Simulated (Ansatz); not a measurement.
# Cl6H2Si2Sn: how energies converge with the basis set

Aim: see how fast density functionals converge with the basis set for Cl6H2Si2Sn.

Method: one geometry, several basis sets; program: Ansatz 0.2.0, Gaussian basis.

Plan: PBE0-D4/def2-SVP; ωB97M-V/def2-SVP; PBE0-D4/def2-QZVPP; ωB97M-V/def2-QZVPP; the functionals' def2-TZVPP values are taken from earlier runs.

## Step 1: Structure used throughout

All runs share one geometry, relaxed beforehand with PBE0-D4 in a triple-zeta def2 set. Sn takes the def2 core potential; no spin-orbit term is included.

SMILES `Cl[Si](Cl)(Cl)[SnH2][Si](Cl)(Cl)Cl`, 11 atoms, charge 0, spin multiplicity 1.

Atoms are counted from 1 here; the program's logs count them from 0.

Bond lengths: Cl1–Si2 2.041 Å, Si2–Cl3 2.042 Å, Si2–Cl4 2.044 Å, Si2–Sn5 2.561 Å, Sn5–Si6 2.561 Å, Sn5–H10 1.702 Å, Sn5–H11 1.702 Å, Si6–Cl7 2.041 Å, Si6–Cl8 2.042 Å, Si6–Cl9 2.044 Å. Angles: Cl1–Si2–Cl3 108.3°, Cl1–Si2–Cl4 108.3°, Cl1–Si2–Sn5 110.3°, Cl3–Si2–Cl4 108.3°, Cl3–Si2–Sn5 110.2°, Cl4–Si2–Sn5 111.5°, Si2–Sn5–Si6 106.5°, Si2–Sn5–H10 109.9°, Si2–Sn5–H11 109.9°, Si6–Sn5–H10 109.9°, Si6–Sn5–H11 109.9°, H10–Sn5–H11 110.6°, Sn5–Si6–Cl7 110.3°, Sn5–Si6–Cl8 110.2°, Sn5–Si6–Cl9 111.5°, Cl7–Si6–Cl8 108.3°, Cl7–Si6–Cl9 108.3°, Cl8–Si6–Cl9 108.3°.

Coordinates:

```xyz
11

Cl   -2.9341   -0.2326    0.8292
Si   -1.2398    0.6651    1.5298
Cl   -1.2430    2.6100    0.9091
Cl   -1.3019    0.6445    3.5724
Sn    0.8364   -0.5434    0.6416
Si    0.7518   -0.3514   -1.9111
Cl    0.8033    1.6101   -2.4747
Cl   -0.9745   -1.1764   -2.6232
Cl    2.3293   -1.3110   -2.7872
H     2.2437    0.2100    1.2330
H     0.7943   -2.1819    1.1017
```

## Step 2: PBE0-D4 in def2-SVP

in.yaml

```yaml
crystal:
  periodic: [false, false, false]
  atoms:
    - {symbol: Cl, position_ang: [-2.934143, -0.232615, 0.829206]}
    - {symbol: Si, position_ang: [-1.239752, 0.665110, 1.529804]}
    - {symbol: Cl, position_ang: [-1.242961, 2.610015, 0.909071]}
    - {symbol: Cl, position_ang: [-1.301941, 0.644536, 3.572427]}
    - {symbol: Sn, position_ang: [0.836449, -0.543448, 0.641558]}
    - {symbol: Si, position_ang: [0.751820, -0.351419, -1.911117]}
    - {symbol: Cl, position_ang: [0.803311, 1.610074, -2.474674]}
    - {symbol: Cl, position_ang: [-0.974549, -1.176365, -2.623233]}
    - {symbol: Cl, position_ang: [2.329278, -1.310958, -2.787194]}
    - {symbol: H, position_ang: [2.243710, 0.210028, 1.232967]}
    - {symbol: H, position_ang: [0.794277, -2.181859, 1.101684]}
basis:
  gaussian: {orbitals: def2-SVP}
hamiltonian: {xc: pbe0, dispersion: d4}
output: {orbitals: {seedname: orbitals}}
```

Launch:

```
> ansatz run in.yaml --threads 4 --pin off --events-out ev --progress --plain --max-ram 66560MiB --backend cpu
```

Further steps of the session: ωB97M-V in def2-SVP; PBE0-D4 in def2-QZVPP; ωB97M-V in def2-QZVPP.

Q: Predict the results of all the runs planned. Wanted: PBE0-D4: double and triple zeta above quadruple; ωB97M-V: double and triple zeta above quadruple.

As calculated:

| quantity | value |
| --- | --- |
| PBE0-D4: double and triple zeta above quadruple | 34.71, 2.75 eV |
| ωB97M-V: double and triple zeta above quadruple | 34.25, 2.61 eV |

What this shows: For PBE0-D4 the step from double to triple zeta gains 31.95 eV and the next only 2.75 eV. Total energies overstate the basis error of differences, where much of it tends to cancel.
